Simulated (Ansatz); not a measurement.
# Hf2SiOF2: the cost of one run

Method: DFT PBE, scalar-relativistic, plane waves, PAW, in Ansatz 0.2.0.

## Step 1: The starting structure

The structure is tetragonal, space group P4/mmm (No. 123). Conventional cell: a = 3.866 Å, b = 3.866 Å, c = 5.345 Å, α = 90.00°, β = 90.00°, γ = 90.00°. Around Hf (site symmetry mmm) lie 2 O at 1.93 Å and 4 F at 2.43 Å. Around Si (site symmetry 4/mmm) lie 2 O at 2.67 Å and 8 F at 2.99 Å. O (site symmetry 4/mmm) is surrounded by 4 Hf at 1.93 Å. F (site symmetry 4mm) is surrounded by 1 F at 2.40 Å and 4 Hf at 2.43 Å.

Structure file:

```
CELL_PARAMETERS angstrom
3.86609 0.00000 0.00000
0.00000 3.86609 0.00000
0.00000 0.00000 5.34522
ATOMIC_POSITIONS crystal
Hf 0.00000 0.50000 0.50000
Hf 0.50000 0.00000 0.50000
Si 0.00000 0.00000 0.00000
O 0.00000 0.00000 0.50000
F 0.50000 0.50000 0.77530
F 0.50000 0.50000 0.22470
```

Recipe of the guess: species swapped into a database cell of LaCr2Si2C (P4/mmm, No. 123), with Si on the La sites, Hf on the Cr sites, F on the Si sites and O on the C sites. Its size is a rough estimate.

## Step 2: A first look at the guess

Input file input.yaml:

```yaml
crystal:
  lattice:
    - [3.86608581, 0.0, 0.0]
    - [0.0, 3.86608581, 0.0]
    - [0.0, 0.0, 5.34521964]
  atoms:
    - { symbol: Hf, position: [0.0, 0.5, 0.5] }
    - { symbol: Hf, position: [0.5, 0.0, 0.5] }
    - { symbol: Si, position: [0.0, 0.0, 0.0] }
    - { symbol: O, position: [0.0, 0.0, 0.5] }
    - { symbol: F, position: [0.5, 0.5, 0.77530301] }
    - { symbol: F, position: [0.5, 0.5, 0.22469699] }
basis:
  ecutwfc: 420
kpoints:
  mp_grid: { grid: [4, 4, 4] }
hamiltonian:
  xc: pbe
scf:
  occupations: { method: gaussian, width: 0.1 }
  lower_state_search: "off"
output:
  forces: true
  stress: true
  eigenvalues: true
```

Started as:

```console
> ansatz run input.yaml --threads 1 --pin off --max-ram 2560MiB --backend cpu --events-out ev --progress --plain --runs-dir out
```

Q: Estimate wall time and peak memory on 1 thread of Intel Xeon at 2.50GHz (Skylake/Cascade Lake), shared host.

About 9.1 s, with a peak of 0.4 GiB.
